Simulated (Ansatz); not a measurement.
**CH4BrFSi: how energies converge with the basis set**

How large a basis does CH4BrFSi need? Two functionals are run in growing sets.

Method: one geometry, several basis sets; program: Ansatz 0.2.0, Gaussian basis.

Levels to be run: PBE0-D4/def2-SVP; ωB97M-V/def2-SVP; PBE0-D4/def2-QZVPP; ωB97M-V/def2-QZVPP; the functionals' def2-TZVPP values are taken from earlier runs.

### Step 1. The geometry

An earlier PBE0-D4 in a triple-zeta def2 set relaxation fixed the geometry.

SMILES `FC[SiH2]Br`, 8 atoms, charge 0, spin multiplicity 1.

Atoms are counted from 1 here; the program's logs count them from 0.

Bond lengths: F1–C2 1.390 Å, C2–Si3 1.889 Å, C2–H5 1.095 Å, C2–H6 1.095 Å, Si3–Br4 2.222 Å, Si3–H7 1.480 Å, Si3–H8 1.480 Å. Angles: F1–C2–Si3 109.1°, F1–C2–H5 108.7°, F1–C2–H6 108.7°, Si3–C2–H5 111.1°, Si3–C2–H6 111.1°, H5–C2–H6 108.1°, C2–Si3–Br4 106.6°, C2–Si3–H7 111.0°, C2–Si3–H8 111.0°, Br4–Si3–H7 108.6°, Br4–Si3–H8 108.6°, H7–Si3–H8 110.8°.

### Step 2. PBE0-D4 in def2-SVP

Input file in.yaml:

```yaml
crystal:
  periodic: [false, false, false]
  atoms:
    - {symbol: F, position_ang: [-0.825618, 1.788114, 0.310696]}
    - {symbol: C, position_ang: [0.170665, 0.964144, -0.200939]}
    - {symbol: Si, position_ang: [-0.233215, -0.831732, 0.223197]}
    - {symbol: Br, position_ang: [1.404138, -2.068511, -0.629457]}
    - {symbol: H, position_ang: [1.130278, 1.265266, 0.230864]}
    - {symbol: H, position_ang: [0.224723, 1.111104, -1.284205]}
    - {symbol: H, position_ang: [-1.512074, -1.248833, -0.394853]}
    - {symbol: H, position_ang: [-0.266797, -1.036752, 1.688898]}
basis:
  gaussian: {orbitals: def2-SVP}
hamiltonian: {xc: pbe0, dispersion: d4}
output: {orbitals: {seedname: orbitals}}
```

Started as:

```sh
> ansatz run in.yaml --threads 4 --pin off --events-out ev --progress --plain --max-ram 10444MiB
```

After this run come: ωB97M-V in def2-SVP; PBE0-D4 in def2-QZVPP; ωB97M-V in def2-QZVPP.

Q: Predict the results of all the runs planned. Wanted: PBE0-D4: double and triple zeta above quadruple; ωB97M-V: double and triple zeta above quadruple.

The runs gave:

| quantity | value |
| --- | --- |
| PBE0-D4: double and triple zeta above quadruple | 17.85, 1.91 eV |
| ωB97M-V: double and triple zeta above quadruple | 17.90, 1.83 eV |

What this shows: For PBE0-D4 the step from double to triple zeta gains 15.94 eV and the next only 1.91 eV. These are total energies; as a rule much of such shifts cancels in differences, which this series doesn't test. The LUMO of ωB97M-V is positive and keeps falling with the basis (1.89 to 1.11 eV): an unbound level that the basis holds in place.
